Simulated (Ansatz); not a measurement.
# C9H15In: up Jacob's ladder to CCSD(T)

How much do the methods differ for C9H15In? The plan is to run it at one geometry with functionals of several rungs and with coupled cluster. The yardstick is the atomisation energy at the CCSD(T) limit.

Computed with Ansatz 0.2.0, Gaussian basis. Level: functionals in def2-TZVPP, the program's frozen cores in correlated methods.

The runs, in order: LDA (SPW92), PBE-D4, revPBE-D4, BLYP-D4, r2SCAN-D4, B97M-V, PBE0-D4, B3LYP-D4, r2SCANh-D4, r2SCAN0-D4, HSE06-D4, BHLYP-D4, CAM-B3LYP-D4, LC-ωPBE, ωB97X-V, ωB97M-V, B2PLYP, PBE-QIDH; CCSD(T)/def2-SVP; CCSD(T)/def2-TZVPP; MP2/def2-QZVPP; extrapolation to the limit; RPA on PBE.

1 further run of the same task is left out (for a known fault of the program).

## Step 1: Structure used throughout

All runs share one geometry, relaxed beforehand with PBE0-D4 in a triple-zeta def2 set. In takes the def2 core potential; no spin-orbit term is included.

25 atoms, charge 0, spin multiplicity 1.

Atoms are counted from 1 here; the program's logs count them from 0.

Bond lengths: C1–C2 1.332 Å, C1–H11 1.086 Å, C1–H12 1.083 Å, C2–C3 1.476 Å, C2–H13 1.090 Å, C3–In4 2.190 Å, C3–H14 1.092 Å, C3–H15 1.093 Å, In4–C5 2.205 Å, In4–C8 2.186 Å, C5–C6 1.469 Å, C5–H16 1.089 Å, C5–H17 1.086 Å, C6–C7 1.346 Å, C6–H18 1.089 Å, C7–H19 1.087 Å, C7–H20 1.082 Å, C8–C9 1.474 Å and more. Angles: C2–C1–H11 121.6°, C2–C1–H12 121.4°, H11–C1–H12 117.1°, C1–C2–C3 126.4°, C1–C2–H13 118.0°, C3–C2–H13 115.6°, C2–C3–In4 109.8°, C2–C3–H14 112.5°, C2–C3–H15 112.1°, In4–C3–H14 106.5°, In4–C3–H15 107.0°, H14–C3–H15 108.8°, C3–In4–C5 116.9°, C3–In4–C8 123.5°, C5–In4–C8 118.4°, In4–C5–C6 87.9°, In4–C5–H16 109.1°, In4–C5–H17 116.3° and more.

Geometry (Å):

```
C    -0.9192   -3.3430   -1.4163
C    -0.5564   -2.1344   -1.8415
C     0.8001   -1.5558   -1.7809
In    0.9475   -0.1918   -0.0744
C     1.5607    1.8822   -0.5035
C     0.1369    2.2444   -0.5165
C    -0.7467    1.9563   -1.4900
C     0.1435   -0.6488    1.9065
C     0.1763    0.5445    2.7710
C    -0.8477    1.3531    3.0392
H    -0.1983   -4.0381   -0.9960
H    -1.9478   -3.6768   -1.4766
H    -1.3285   -1.4831   -2.2500
H     1.0429   -0.9682   -2.6681
H     1.5674   -2.3218   -1.6443
H     2.0505    1.9144   -1.4753
H     2.1447    2.3805    0.2639
H    -0.2531    2.6671    0.4085
H    -0.4322    1.5324   -2.4397
H    -1.7968    2.1946   -1.3799
H     0.7486   -1.4661    2.3060
H    -0.8699   -1.0215    1.7423
H     1.1456    0.7922    3.2029
H    -0.7276    2.2245    3.6713
H    -1.8403    1.1631    2.6414
```

## Step 2: LDA

This LDA is Slater exchange with PW92 correlation.

The input, in.yaml:

```yaml
crystal:
  periodic: [false, false, false]
  atoms:
    - {symbol: C, position_ang: [-0.919234, -3.343032, -1.416321]}
    - {symbol: C, position_ang: [-0.556411, -2.134434, -1.841527]}
    - {symbol: C, position_ang: [0.800120, -1.555766, -1.780871]}
    - {symbol: In, position_ang: [0.947491, -0.191832, -0.074420]}
    - {symbol: C, position_ang: [1.560714, 1.882179, -0.503548]}
    - {symbol: C, position_ang: [0.136871, 2.244424, -0.516522]}
    - {symbol: C, position_ang: [-0.746669, 1.956285, -1.489977]}
    - {symbol: C, position_ang: [0.143510, -0.648782, 1.906538]}
    - {symbol: C, position_ang: [0.176279, 0.544521, 2.771019]}
    - {symbol: C, position_ang: [-0.847722, 1.353099, 3.039197]}
    - {symbol: H, position_ang: [-0.198274, -4.038075, -0.995989]}
    - {symbol: H, position_ang: [-1.947792, -3.676758, -1.476585]}
    - {symbol: H, position_ang: [-1.328546, -1.483072, -2.249988]}
    - {symbol: H, position_ang: [1.042866, -0.968231, -2.668146]}
    - {symbol: H, position_ang: [1.567353, -2.321751, -1.644279]}
    - {symbol: H, position_ang: [2.050473, 1.914358, -1.475293]}
    - {symbol: H, position_ang: [2.144703, 2.380530, 0.263938]}
    - {symbol: H, position_ang: [-0.253113, 2.667141, 0.408541]}
    - {symbol: H, position_ang: [-0.432162, 1.532380, -2.439691]}
    - {symbol: H, position_ang: [-1.796784, 2.194611, -1.379932]}
    - {symbol: H, position_ang: [0.748564, -1.466062, 2.305992]}
    - {symbol: H, position_ang: [-0.869924, -1.021498, 1.742270]}
    - {symbol: H, position_ang: [1.145629, 0.792167, 3.202875]}
    - {symbol: H, position_ang: [-0.727621, 2.224543, 3.671301]}
    - {symbol: H, position_ang: [-1.840310, 1.163067, 2.641418]}
basis:
  gaussian: {orbitals: def2-TZVPP}
hamiltonian: {xc: lda}
output: {orbitals: {seedname: orbitals}}
```

The run is started by

```bash
$ ansatz run in.yaml --threads 4 --pin off --events-out ev --progress --plain --max-ram 46080MiB --backend cuda --devices 0, --max-vram 37GiB
```

The runs that follow: PBE-D4 (GGA); revPBE-D4 (GGA); BLYP-D4 (GGA); r2SCAN-D4 (meta-GGA); B97M-V (meta-GGA); PBE0-D4 (hybrid); B3LYP-D4 (hybrid); r2SCANh-D4 (hybrid); r2SCAN0-D4 (hybrid); HSE06-D4 (hybrid); BHLYP-D4 (hybrid); CAM-B3LYP-D4 (range-separated); LC-ωPBE (range-separated); ωB97X-V (range-separated); ωB97M-V (range-separated); B2PLYP (double hybrid); PBE-QIDH (double hybrid); CCSD(T) in def2-SVP; CCSD(T) in def2-TZVPP; MP2 in def2-QZVPP; RPA on PBE orbitals.

**Question.** What will the summary of the whole plan be? Wanted: atomisation energy, CCSD(T)/CBS; farthest beyond LDA; mean size of error, GGA; mean size of error, meta-GGA; mean size of error, hybrid; mean size of error, range-separated; mean size of error, double hybrid; gap, smallest and largest; T1 diagnostic.

As calculated:

| quantity | value |
| --- | --- |
| atomisation energy, CCSD(T)/CBS | 10068.3 kJ/mol |
| functionals within 100.7 kJ/mol (1.0 %) | revPBE-D4, BLYP-D4, r2SCAN-D4, B97M-V, PBE0-D4, B3LYP-D4, r2SCANh-D4, r2SCAN0-D4, HSE06-D4, CAM-B3LYP-D4, LC-ωPBE, ωB97X-V, ωB97M-V, PBE-QIDH |
| farthest beyond LDA | BHLYP-D4 (-261.3 kJ/mol) |
| mean size of error, GGA | 92.3 kJ/mol |
| mean size of error, meta-GGA | 22.9 kJ/mol |
| mean size of error, hybrid | 90.9 kJ/mol |
| mean size of error, range-separated | 18.2 kJ/mol |
| mean size of error, double hybrid | 57.3 kJ/mol |
| gap, smallest and largest | 3.15 eV (BLYP-D4), 9.29 eV (LC-ωPBE) |
| T1 diagnostic | 0.0126 |
| triples share of the correlation energy | 4.3 % |

**Reading.** LDA overbinds by 1407.9 kJ/mol (14 %). PBE-D4 is off by +236.7 kJ/mol. Double hybrids carry the basis error of their MP2 part in triple zeta, and no dispersion term here, so their miss is partly the set-up's. The rungs range-separated, meta-GGA, double hybrid, hybrid, GGA miss on average by less than the doubt on the reference (100.7 kJ/mol), so they tie. Misses under about 100.7 kJ/mol are within the doubt on the reference itself, which lacks core-valence correlation, spin-orbit coupling and higher excitations, and its outer-core shells are covered unevenly. All levels share the lack of spin-orbit coupling, which lowers the free heavy atoms and so the true binding. Hartree-Fock recovers 74 % of the binding; the rest is correlation. CCSD(T) in def2-SVP is off by -413.1 kJ/mol, which most functionals beat. Orbital gaps span 3.1 to 9.3 eV; exact exchange widens them. Correlated methods include outer-core shells of In, which these sets cover unevenly.
